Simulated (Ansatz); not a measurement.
Crystal: Ta4NiO11.

```xyz
16
Lattice="1.9549 -14.8297 0.0000 1.9549 14.8297 0.0000 0.0000 0.0000 3.8859" Properties=species:S:1:pos:R:3 pbc="T T T"
Ta    1.9549    8.7682    0.0000
Ta    1.9549  -12.5907    0.0000
Ta    1.9549   12.5907    0.0000
Ta    1.9549   -8.7682    0.0000
Ni    1.9549    0.0000    0.0000
O     1.9549   10.6813    0.0000
O     1.9549   -6.5568    0.0000
O     1.9549    1.8849    0.0000
O     1.9549   -1.8849    0.0000
O     0.0000    0.0000    0.0000
O     1.9549  -10.6813    0.0000
O     1.9549    6.5568    0.0000
O     1.9549  -12.6913    1.9429
O     1.9549   12.6913    1.9429
O     1.9549   -8.7306    1.9429
O     1.9549    8.7306    1.9429
```

The cell was built by a generator and needn't be a form met in nature.

A run of Ansatz 0.2.0 on this cell left the log below. Logs are shortened: lines on timing, memory, paths and dates and some standing lists are left out, and cuts for length are marked.

```text
Warning: RAYON_NUM_THREADS=8 ignored (pool sized by the plan → 8); use --threads N
basis.fft_grid_basis auto: the FFT boxes are laid along the combinations [[1, 1, 0], [0, 1, 0], [0, 0, 1]] of the cell's own vectors, 3.910, 14.958 and 3.886 Å long. The dense box has 27×100×27 points. Along the cell's own vectors, as sized, it would have 100×100×27, 3.70 times as many. Of the 8 symmetry operations that the crystal satisfies within crystal.symmetry.tolerance (time reversal apart; of a slab, those that keep its plane) the dense box along the cell's own vectors carries 8, and the one as laid loses 4 of those. basis.fft_grid_basis: typed keeps the cell's own vectors: state it where this run's energies or levels are differenced outside the engine with another run's, or held beside a run that keeps those vectors.
Engine: ansatz 0.2.0, aarch64-unknown-linux-gnu
Pseudopotentials: kind: paw
Pseudopotential: Ta, paw, valence charge 13, recommended cutoff 420 eV (normal), Ta.paw.azcp
Pseudopotential: Ni, paw, valence charge 18, recommended cutoff 420 eV (normal), Ni.paw.azcp
Pseudopotential: O, paw, valence charge 6, recommended cutoff 420 eV (normal), O.paw.azcp
Functional definition: PBEsol
  exchange = pbesol_x
  correlation = pbesol_c
Crystal: 16 atoms, lattice volume = 225.315 Å³
Basis set: ecut = 420 eV, 4447 PW (Γ), FFT grids on a1+a2, a2, a3, exchange–correlation on 54×200×54 points (8 copies of the dense FFT grid, shifted against one another)
Bands: 85, of which v1, the nominal top of the filled ones, is band 68 counted from 1 (67 counted from 0)
Symmetry: 8 space group operations
Space group: Cmmm (ITA 65), of the structure as read, at distance tolerance 6.1e-5 Å
[... 223 lines left out ...]
  k-point 26 ↓: bands = ["-94.5556", "-60.7742", "-60.7652", "-60.6631", "-60.6631", "-55.5504", "-55.5133", "-54.2872", "-27.5522", "-27.4107", "-27.3976", "-27.3514", "-27.3379", "-27.3274", "-27.3255", "-27.3159", "-27.3070", "-27.3068", "-27.2200", "-27.2195", "-11.5334", "-11.2615", "-11.1889", "-10.6370", "-10.5235", "-10.0118", "-9.9086", "-8.7737", "-8.6452", "-8.6352", "-8.6209", "0.9918", "1.4996", "1.6201", "1.6496", "1.6705", "1.8812", "1.9810", "2.0372", "2.2635", "2.2647", "2.3990", "2.5802", "2.8225", "3.2903", "3.4872", "3.6777", "4.0742", "4.1087", "4.1500", "4.3432", "4.3845", "4.4465", "4.5000", "4.5556", "4.6810", "4.7187", "4.8809", "4.9652", "5.1728", "5.2808", "5.7498", "6.4883", "6.7118", "6.9382", "7.0812", "7.3026", "7.7215", "8.1362", "10.5546", "10.7336", "12.0831", "12.1431", "12.2436", "12.2565", "12.3065", "12.3092", "12.3542", "12.4334", "13.0714", "13.2290", "13.4514", "13.6027", "14.0424", "14.5083"]
--- Relaxed structure (7 steps of the walk, 6 accepted, 2 SCFs on fresh bases) ---
  F+E_penalty+E_count = -51213.11821791 eV   max|allowed force component| = 1.425e-3 eV/Å   (the final SCF, on the basis selected at the relaxed cell)
  cell:  # Å, volume = 219.5063 Å³
    - [1.9397636589130753, -14.66605052970046, 0.0]
    - [1.9397636589130753, 14.66605052970046, 0.0]
    - [0.0, 0.0, 3.8579360514407597]
  atoms:
    - { symbol: Ta, position: [0.20449241327811818, 0.7955075867218818, 0.0] }
    - { symbol: Ta, position: [0.9250146386963095, 0.07498536130369049, 0.0] }
    - { symbol: Ta, position: [0.07498536130369049, 0.9250146386963095, 0.0] }
    - { symbol: Ta, position: [0.7955075867218818, 0.20449241327811818, 0.0] }
    - { symbol: Ni, position: [0.5, 0.5, 0.0] }
    - { symbol: O, position: [0.13969606026905068, 0.8603039397309493, 0.0] }
    - { symbol: O, position: [0.7210413440081977, 0.2789586559918025, 0.0] }
    - { symbol: O, position: [0.4368919937454637, 0.5631080062545365, 0.0] }
    - { symbol: O, position: [0.5631080062545365, 0.4368919937454637, 0.0] }
    - { symbol: O, position: [3.1985643060420264e-21, -3.1985643060420535e-21, 0.0] }
    - { symbol: O, position: [0.8603039397309493, 0.13969606026905068, 0.0] }
    - { symbol: O, position: [0.2789586559918025, 0.7210413440081977, 0.0] }
    - { symbol: O, position: [0.9287789125454503, 0.07122108745454969, 0.49999999999999994] }
    - { symbol: O, position: [0.07122108745454969, 0.9287789125454503, 0.49999999999999994] }
    - { symbol: O, position: [0.7937505443715626, 0.20624945562843744, 0.49999999999999994] }
    - { symbol: O, position: [0.20624945562843744, 0.7937505443715626, 0.49999999999999994] }
```

**Question.** Write the input and the command behind it.

**Answer.** Relaxation of cell and atoms with PBEsol, collinear spin, ferromagnetic start. The files as run (others can give the same):

input.yaml
```yaml
crystal:
  lattice:
    - [1.95495, -14.82973, 0.0]
    - [1.95495, 14.82973, 0.0]
    - [0.0, 0.0, 3.8859]
  atoms:
    - { symbol: Ta, position: [0.20437, 0.79563, 0.0] }
    - { symbol: Ta, position: [0.92451, 0.07549, 0.0] }
    - { symbol: Ta, position: [0.07549, 0.92451, 0.0] }
    - { symbol: Ta, position: [0.79563, 0.20437, 0.0] }
    - { symbol: Ni, position: [0.5, 0.5, 0.0], spin: 1.0 }
    - { symbol: O, position: [0.13987, 0.86013, 0.0] }
    - { symbol: O, position: [0.72107, 0.27893, 0.0] }
    - { symbol: O, position: [0.43645, 0.56355, 0.0] }
    - { symbol: O, position: [0.56355, 0.43645, 0.0] }
    - { symbol: O, position: [0.0, 0.0, 0.0] }
    - { symbol: O, position: [0.86013, 0.13987, 0.0] }
    - { symbol: O, position: [0.27893, 0.72107, 0.0] }
    - { symbol: O, position: [0.9279, 0.0721, 0.5] }
    - { symbol: O, position: [0.0721, 0.9279, 0.5] }
    - { symbol: O, position: [0.79436, 0.20564, 0.5] }
    - { symbol: O, position: [0.20564, 0.79436, 0.5] }
hamiltonian:
  xc: pbesol
  pseudopotentials: { kind: paw }
magnetization:
  spin_polarized: true
kpoints:
  mp_grid: { grid: [5, 5, 5] }
scf:
  occupations: { method: fermi_dirac, width: 0.05 }
output:
  forces: true
  stress: true
  eigenvalues: true
relax:
  f_tol: 0.01
  max_steps: 40
  cell: { stress_tol: 0.05 }
```

Potentials or basis: Ansatz PAW.
The run is started by
```sh
$ ansatz run input.yaml --threads 8 --pin off --max-ram 20480MiB --backend cpu --events-out ev --progress --plain --runs-dir out
```

Caveat: the plane-wave basis is chosen anew once the cell has moved, so the energies of steps on either side of that aren't comparable; semilocal functionals often make such compounds metallic where correlation or magnetic order opens a gap, which also shifts bond lengths; the PAW data sets come from PBE, with cores solved anew for the run's functional, which leaves a small shift of forces and pressure.
